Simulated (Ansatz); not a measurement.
# C₂H₇NO₂Si: a ladder of functionals and wavefunction methods

How much do the methods differ for C₂H₇NO₂Si? The plan is to run it at one geometry with functionals of several rungs and with coupled cluster, and see how far each lands from CCSD(T) at the basis-set limit for the atomisation energy.

Program: Ansatz 0.2.0, Gaussian basis. Level of theory: functionals in def2-TZVPP, the program's frozen cores in correlated methods. These are calculated values, not measurements.

Plan: PBE-D4, r2SCAN-D4, PBE0-D4, B3LYP-D4, ωB97X-V, ωB97M-V, B2PLYP; CCSD(T)/def2-TZVPP; MP2/def2-QZVPP; extrapolation to the limit.

### Step 1. Structure used throughout

An earlier PBE0-D4 in a triple-zeta def2 set relaxation fixed the geometry.

SMILES `OCN1CO[SiH2]1`, 13 atoms, charge 0, spin multiplicity 1.

Atoms are counted from 1 here; the program's logs count them from 0.

Bond lengths: O1–C2 1.409 Å, O1–H7 0.962 Å, C2–N3 1.418 Å, C2–H8 1.098 Å, C2–H9 1.098 Å, N3–C4 1.463 Å, N3–Si6 1.722 Å, C4–O5 1.435 Å, C4–H10 1.099 Å, C4–H11 1.095 Å, O5–Si6 1.667 Å, Si6–H12 1.489 Å, Si6–H13 1.486 Å. Angles: C2–O1–H7 107.3°, O1–C2–N3 113.1°, O1–C2–H8 104.4°, O1–C2–H9 111.2°, N3–C2–H8 111.8°, N3–C2–H9 108.0°, H8–C2–H9 108.1°, C2–N3–C4 122.7°, C2–N3–Si6 140.6°, C4–N3–Si6 88.2°, N3–C4–O5 99.1°, N3–C4–H10 112.5°, N3–C4–H11 113.9°, O5–C4–H10 111.1°, O5–C4–H11 110.1°, H10–C4–H11 109.7°, C4–O5–Si6 91.3°, N3–Si6–O5 81.2° and more.

### Step 2. PBE-D4 (GGA)

File in.yaml:

```yaml
crystal:
  periodic: [false, false, false]
  atoms:
    - {symbol: O, position_ang: [-0.491302, -2.097174, 1.047278]}
    - {symbol: C, position_ang: [0.329929, -0.952763, 1.019621]}
    - {symbol: N, position_ang: [-0.105622, 0.022136, 0.086946]}
    - {symbol: C, position_ang: [0.092108, -0.120151, -1.355936]}
    - {symbol: O, position_ang: [0.006518, 1.261421, -1.733285]}
    - {symbol: Si, position_ang: [-0.132760, 1.728666, -0.139275]}
    - {symbol: H, position_ang: [-1.395759, -1.796578, 1.179434]}
    - {symbol: H, position_ang: [1.327496, -1.337671, 0.771706]}
    - {symbol: H, position_ang: [0.382690, -0.478009, 2.008244]}
    - {symbol: H, position_ang: [1.076746, -0.539406, -1.606649]}
    - {symbol: H, position_ang: [-0.693061, -0.695633, -1.857041]}
    - {symbol: H, position_ang: [1.009186, 2.513863, 0.405936]}
    - {symbol: H, position_ang: [-1.385867, 2.456699, 0.187820]}
basis:
  gaussian: {orbitals: def2-TZVPP}
hamiltonian: {xc: pbe, dispersion: d4}
output: {forces: true, orbitals: {seedname: orbitals}}
```

Launch:

```
> ansatz run in.yaml --threads 2 --pin off --events-out ev --progress --plain --max-ram 22528MiB --backend cuda --devices 0, --max-vram 18GiB
```

The runs that follow: r2SCAN-D4 (meta-GGA); PBE0-D4 (hybrid); B3LYP-D4 (hybrid); ωB97X-V (range-separated); ωB97M-V (range-separated); B2PLYP (double hybrid); CCSD(T) in def2-TZVPP; MP2 in def2-QZVPP.

**Question.** What will the summary of the whole plan be? Wanted: atomisation energy, CCSD(T)/CBS; farthest; mean size of error, hybrid; mean size of error, range-separated; gap, smallest and largest; T1 diagnostic; triples share of the correlation energy.

The runs gave:

| quantity | value |
| --- | --- |
| atomisation energy, CCSD(T)/CBS | 1181.2 kcal/mol |
| functionals within 5.9 kcal/mol (0.5 %) | r2SCAN-D4, PBE0-D4, B3LYP-D4, ωB97X-V, ωB97M-V |
| farthest | PBE-D4 (+26.8 kcal/mol) |
| mean size of error, hybrid | 1.7 kcal/mol |
| mean size of error, range-separated | 4.7 kcal/mol |
| gap, smallest and largest | 4.30 eV (PBE-D4), 10.97 eV (ωB97X-V) |
| T1 diagnostic | 0.0114 |
| triples share of the correlation energy | 3.8 % |

What this shows: PBE-D4 is off by +26.8 kcal/mol. Double hybrids carry the basis error of their MP2 part in triple zeta, and no dispersion term here, so their miss is partly the set-up's. The reference freezes the cores and leaves out relativity and excitations past (T), so misses under about 5.9 kcal/mol can't be ranked. Hartree-Fock recovers 69 % of the binding; the rest is correlation. Orbital gaps span 4.3 to 11.0 eV; exact exchange widens them.
